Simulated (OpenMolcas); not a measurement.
**CuOH (SMILES [Cu]O), step by step**

Wanted: the energy (HF/ANO-RCC-MB), then the energy (CASSCF(2,2)/ANO-RCC-VDZP), then the energy along one coordinate (CASPT2(2,2)/ANO-RCC-VDZP), then the energy along one coordinate (SC-NEVPT2(2,2)/ANO-RCC-VDZP), then the energy along one coordinate (MC-PDFT[tPBE](2,2)/ANO-RCC-VDZP) of CuOH. 

Program for the calculation: OpenMolcas 26.06.

### Step 1. The system as given

The species is CuOH (3 atoms), meant as a singlet with charge 0. SMILES: `[Cu]O`. The coordinates come from a PBE0-D4/def2-TZVP relaxation.

Bond lengths: Cu1–O2 1.785 Å, O2–H3 0.962 Å. Angles: Cu1–O2–H3 109.0°.

### Step 2. A single-point energy at HF/ANO-RCC-MB (DKH2) (run 1)

mol.xyz reads:

```xyz
3

Cu    -1.152790     0.285260    -0.596950
O      0.412870     0.307820     0.260030
H      0.739920    -0.593080     0.336920
```

step1.inp reads:

```
* CuHO Hartree-Fock

&GATEWAY
 COORD=mol.xyz
 BASIS=ANO-RCC-MB
 GROUP=NoSym

&SEWARD

&SCF
 PRORBITALS=0

&LOCALISATION
 OCCUPIED
 FREEZE
 PIPEK-MEZEY

&LOCALISATION
 FILEORB=$Project.LocOrb
 VIRTUAL
 PIPEK-MEZEY
```

The run is started by

```sh
$ export MOLCAS_MEM=1860
$ pymolcas step1.inp > step1.log
```

The log of the run:

```text
--- Start Module: gateway ---
[...]
--- Stop Module: gateway /rc=_RC_ALL_IS_WELL_ ---
[...]
      Basis functions           24
[...]
       Convergence after  11 Iterations
[...]
::    Total SCF energy                              -1728.5435729882
[...]
      Total spin, S                                     0.0000000000
[...]
      Total electronic charge=   38.000000
      Total            charge=   -0.000000
[...]
      Dipole Moment (debye):
      Origin of the operator (angstrom)=   -0.8156    0.2787   -0.4137
                   X= -4.3815E+00               Y= -1.1176E+00               Z= -2.5172E+00           Total=  5.1753E+00
      Quadrupole Moment (debye*angstrom):
[...]
--- Start Module: localisation ---
[...]
--- Stop Module: localisation /rc=_RC_ALL_IS_WELL_ ---
--- Start Module: localisation ---
[...]
--- Stop Module: localisation /rc=_RC_ALL_IS_WELL_ ---
[...]
```

Run time: 1.8 s. Hardware: 1 thread of Intel Xeon 6975P-C (Granite Rapids), shared host; peak memory 0.41 GiB.

### Step 3. The energy at CASSCF(2,2)/ANO-RCC-VDZP (DKH2) (run 2)

mol.xyz is that of step 2.

step2.inp reads:

```
&GATEWAY
Coord=mol.xyz
Basis=ANO-RCC-MB
Group=NoSym
&SEWARD
&RASSCF
FileOrb=$CurrDir/step1.LocOrb
Alter=2
1 12 19
1 20 24
Spin=1
Nactel=2 0 0
Inactive=18
Ras2=2
OrbListing=Nothing
>>> COPY $Project.RunFile RUNFIL1
>>> COPY $Project.RasOrb INPORB
&GATEWAY
Coord=mol.xyz
Basis=ANO-RCC-VDZP
Group=NoSym
&SEWARD
>>> COPY $Project.RunFile RUNFIL2
&EXPBAS
&RASSCF
FileOrb=$Project.ExpOrb
Spin=1
Nactel=2 0 0
Inactive=18
Ras2=2
OrbListing=Nothing
OrbAppear=Compact
```

The run is started by

```sh
$ export MOLCAS_MEM=1860
$ pymolcas step2.inp > step2.log
```

The log of the run:

```text
--- Start Module: gateway ---
[...]
      Basis functions           24
[...]
      Number of active orbitals                  2
[...]
      Spin quantum number                      0.0
[...]
      Active orbitals                            2
[...]
      Number of CSFs                             3
[...]
      Number of root(s) required                 1
[...]
      Convergence after 12 iterations
[...]
      printout of CI-coefficients larger than  0.05 for root  1
      energy=   -1728.563220
      conf/sym  11     Coeff  Weight
             1  20   0.99420 0.98842
             3  02  -0.10759 0.01158
      Natural orbitals and occupation numbers for root  1
      sym 1:   1.976849   0.023151
      ************************************************************************************************************************
      *                                                    Final results                                                     *
[...]
::    RASSCF root number  1 Total energy:  -1728.56321959
[...]
      Basis functions           53
[...]
      Convergence after 19 iterations
[...]
      Natural orbitals and occupation numbers for root  1
      sym 1:   1.978955   0.021045
      ************************************************************************************************************************
      *                                                    Final results                                                     *
[...]
::    RASSCF root number  1 Total energy:  -1728.65868372
[...]
      Total electronic charge=   38.000000
      Total            charge=   -0.000000
[...]
      Dipole Moment (debye):
      Origin of the operator (angstrom)=   -0.8156    0.2787   -0.4137
                   X= -4.7874E+00               Y= -1.1395E+00               Z= -2.7412E+00           Total=  5.6331E+00
      Quadrupole Moment (debye*angstrom):
[...]
```

It took 6 s on 1 thread of Intel Xeon 6975P-C (Granite Rapids), shared host; peak memory 0.41 GiB.

### Step 4. An energy scan at CASPT2(2,2)/ANO-RCC-VDZP (DKH2, ipea shift 0.25 Eh, pt2 variant SS) (run 3)

step3.inp reads:

```
* CuHO CASPT2
>>> COPY $CurrDir/step2.RasOrb $Project.RasOrb
>>> ForEach K in (1, 2, 3, 4, 5, 6, 7, 8, 9)

&gateway
 coord = $CurrDir/point$K.xyz
 basis = ANO-RCC-VDZP
 group = NoSym

&seward

&rasscf
 fileorb = $Project.RasOrb
 spin = 1
 nactel = 2 0 0
 inactive = 18
 ras2 = 2
 orblisting = Nothing
 orbappear = Compact

&caspt2
 imaginary = 0.2
 frozen = 6
>>> EndDo
```

The run is started by

```sh
$ export MOLCAS_MEM=1860
$ pymolcas step3.inp > step3.log
```

The log of the run:

```text
[...]
      Basis functions           53
[...]
      Number of active orbitals                  2
[...]
      Spin quantum number                      0.0
[...]
      Active orbitals                            2
[...]
      Number of CSFs                             3
[...]
      Number of root(s) required                 1
[...]
      Convergence after 13 iterations
[...]
      printout of CI-coefficients larger than  0.05 for root  1
      energy=   -1728.646011
      conf/sym  11     Coeff  Weight
             1  20   0.99655 0.99310
             3  02  -0.08305 0.00690
      Natural orbitals and occupation numbers for root  1
      sym 1:   1.986204   0.013796
      ************************************************************************************************************************
      *                                                    Final results                                                     *
[...]
::    RASSCF root number  1 Total energy:  -1728.64601110
[...]
::    CASPT2 Root  1     Total energy:  -1729.52656637
[...]
      Convergence after 13 iterations
[...]
      Natural orbitals and occupation numbers for root  1
      sym 1:   1.978908   0.021092
      ************************************************************************************************************************
      *                                                    Final results                                                     *
[...]
      Convergence after 17 iterations
[...]
      Convergence after 16 iterations
[...]
      Convergence after 13 iterations
[...]
::    RASSCF root number  1 Total energy:  -1728.51232595
[...]
::    CASPT2 Root  1     Total energy:  -1729.37100509
[...]
      Convergence after 14 iterations
[...]
::    RASSCF root number  1 Total energy:  -1728.50553154
[...]
      Reference weight:           0.85726
[...]
::    CASPT2 Root  1     Total energy:  -1729.36106614
[...]
```

It took 35 s on 1 thread of Intel Xeon 6975P-C (Granite Rapids), shared host; peak memory 0.41 GiB.

The scan, from its lowest point:

```
H3–O2 (Å)  energy (kJ/mol)
    0.865             37.1
    0.962              0.0
    1.058             14.6
    1.202             79.3
    1.394            185.6
    1.635            299.9
    1.923            388.4
    2.308            445.5
    2.885            471.6
```

### Step 5. An energy scan at SC-NEVPT2(2,2)/ANO-RCC-VDZP (DKH2, pt2 variant SC-NEVPT2) (run 4)

step4.input reads:

```
* CuHO NEVPT2
>>> COPY $CurrDir/step2.RasOrb $Project.RasOrb
>>> ForEach K in (1, 2, 3, 4, 5, 6, 7, 8, 9)
&GATEWAY
Coord=$CurrDir/point$K.xyz
Basis=ANO-RCC-VDZP
Group=NoSym
&SEWARD
&RASSCF
FileOrb=$Project.RasOrb
Spin=1
Nactel=2 0 0
Inactive=18
Ras2=2
OrbListing=Nothing
OrbAppear=Compact
&CASPT2
SC-NEVPT2
Frozen=6
>>> EndDo
```

The run is started by

```sh
$ export MOLCAS_MEM=1860
$ pymolcas step4.input > step4.log
```

The log of the run:

```text
--- Start Module: gateway ---
[...]
      Basis functions           53
[...]
      Number of active orbitals                  2
[...]
      Spin quantum number                      0.0
[...]
      Active orbitals                            2
[...]
      Number of CSFs                             3
[...]
      Number of root(s) required                 1
[...]
      Convergence after 13 iterations
[...]
      printout of CI-coefficients larger than  0.05 for root  1
      energy=   -1728.646011
      conf/sym  11     Coeff  Weight
             1  20   0.99655 0.99310
             3  02  -0.08305 0.00690
      Natural orbitals and occupation numbers for root  1
      sym 1:   1.986204   0.013796
      ************************************************************************************************************************
      *                                                    Final results                                                     *
[...]
::    RASSCF root number  1 Total energy:  -1728.64601110
[...]
::    SC-NEVPT2 Root  1     Total energy:  -1729.52627885
[...]
      Convergence after 13 iterations
[...]
      Natural orbitals and occupation numbers for root  1
      sym 1:   1.978908   0.021092
      ************************************************************************************************************************
      *                                                    Final results                                                     *
[...]
      Convergence after 17 iterations
[...]
      Convergence after 16 iterations
[...]
      Convergence after 13 iterations
[...]
::    RASSCF root number  1 Total energy:  -1728.51232595
[...]
::    SC-NEVPT2 Root  1     Total energy:  -1729.36601549
[...]
      Convergence after 14 iterations
[...]
::    RASSCF root number  1 Total energy:  -1728.50553154
[...]
::    SC-NEVPT2 Root  1     Total energy:  -1729.35636479
[...]
```

Run time: 35 s. Hardware: 1 thread of Intel Xeon 6975P-C (Granite Rapids), shared host; peak memory 0.41 GiB.

The scan, from its lowest point:

```
H3–O2 (Å)  energy (kJ/mol)
    0.865             40.6
    0.962              0.0
    1.058             11.7
    1.202             75.2
    1.394            185.5
    1.635            307.3
    1.923            402.1
    2.308            461.4
    2.885            486.7
```

### Step 6. An energy scan at MC-PDFT[tPBE](2,2)/ANO-RCC-VDZP (DKH2) (run 5)

step5.inp reads:

```
>>> EXPORT MOLCAS_PRINT=2
>>> COPY $CurrDir/step2.RasOrb $Project.RasOrb
>>> ForEach K in (1, 2, 3, 4, 5, 6, 7, 8, 9)

&GATEWAY
 COORD = $CurrDir/point$K.xyz
 BASIS = ANO-RCC-VDZP
 GROUP = NoSym

&SEWARD

&RASSCF
 FILEORB = $Project.RasOrb
 SPIN = 1
 NACTEL = 2 0 0
 INACTIVE = 18
 RAS2 = 2
 ORBLISTING = Nothing
 ORBAPPEAR = Compact

&MCPDFT
 KSDFT = T:PBE
>>> EndDo
```

The run is started by

```sh
$ export MOLCAS_MEM=1860
$ pymolcas step5.inp > step5.log
```

The log of the run:

```text
--- Start Module: gateway ---
[...]
      Basis functions           53
[...]
      Number of active orbitals                  2
[...]
      Spin quantum number                      0.0
[...]
      Active orbitals                            2
[...]
      Number of CSFs                             3
[...]
      Number of root(s) required                 1
[...]
      Convergence after 13 iterations
[...]
      printout of CI-coefficients larger than  0.05 for root  1
      energy=   -1728.646011
      conf/sym  11     Coeff  Weight
             1  20   0.99655 0.99310
             3  02  -0.08305 0.00690
      Natural orbitals and occupation numbers for root  1
      sym 1:   1.986204   0.013796
      ************************************************************************************************************************
      *                                                    Final results                                                     *
[...]
::    RASSCF root number  1 Total energy:  -1728.64601110
[...]
::    MCPDFT root number  1 Total energy:  -1730.31417151
[...]
      Convergence after 13 iterations
[...]
      Natural orbitals and occupation numbers for root  1
      sym 1:   1.978908   0.021092
      ************************************************************************************************************************
      *                                                    Final results                                                     *
[...]
      Convergence after 17 iterations
[...]
      Convergence after 16 iterations
[...]
      Convergence after 13 iterations
[...]
::    RASSCF root number  1 Total energy:  -1728.51232595
[...]
::    MCPDFT root number  1 Total energy:  -1730.14793201
[...]
      Convergence after 14 iterations
[...]
::    RASSCF root number  1 Total energy:  -1728.50553154
[...]
::    MCPDFT root number  1 Total energy:  -1730.13844372
[...]
```

Wall time 36 s (1 thread of Intel Xeon 6975P-C (Granite Rapids), shared host); peak memory 0.41 GiB.

The scan, from its lowest point:

```
H3–O2 (Å)  energy (kJ/mol)
    0.865             36.5
    0.962              0.0
    1.058             14.8
    1.202             80.3
    1.394            190.2
    1.635            312.7
    1.923            410.7
    2.308            472.9
    2.885            497.9
```

### Step 7. What came out

| quantity | value |
| --- | --- |
| run 1, HF/ANO-RCC-MB: total energy | -1728.54357 Eh |
| run 1, HF/ANO-RCC-MB: dipole moment | 5.18 D |
| run 1, HF/ANO-RCC-MB: HOMO energy | -9.67 eV |
| run 1, HF/ANO-RCC-MB: LUMO energy | 1.33 eV |
| run 1, HF/ANO-RCC-MB: HOMO–LUMO gap | 11.00 eV |
| run 2, CASSCF(2,2)/ANO-RCC-VDZP: total energy | -1728.65868 Eh |
| run 2, CASSCF(2,2)/ANO-RCC-VDZP: dipole moment (CASSCF density) | 5.63 D |
| run 3, CASPT2(2,2)/ANO-RCC-VDZP: lowest energy of the scan | -1729.54069 Eh |
| run 4, SC-NEVPT2(2,2)/ANO-RCC-VDZP: lowest energy of the scan | -1729.54173 Eh |
| run 5, MC-PDFT[tPBE](2,2)/ANO-RCC-VDZP: lowest energy of the scan | -1730.32807 Eh |

In words: Mulliken charges (run 1, HF/ANO-RCC-MB) run from -0.81 on O2 to +0.56 on Cu1; they depend strongly on the basis.
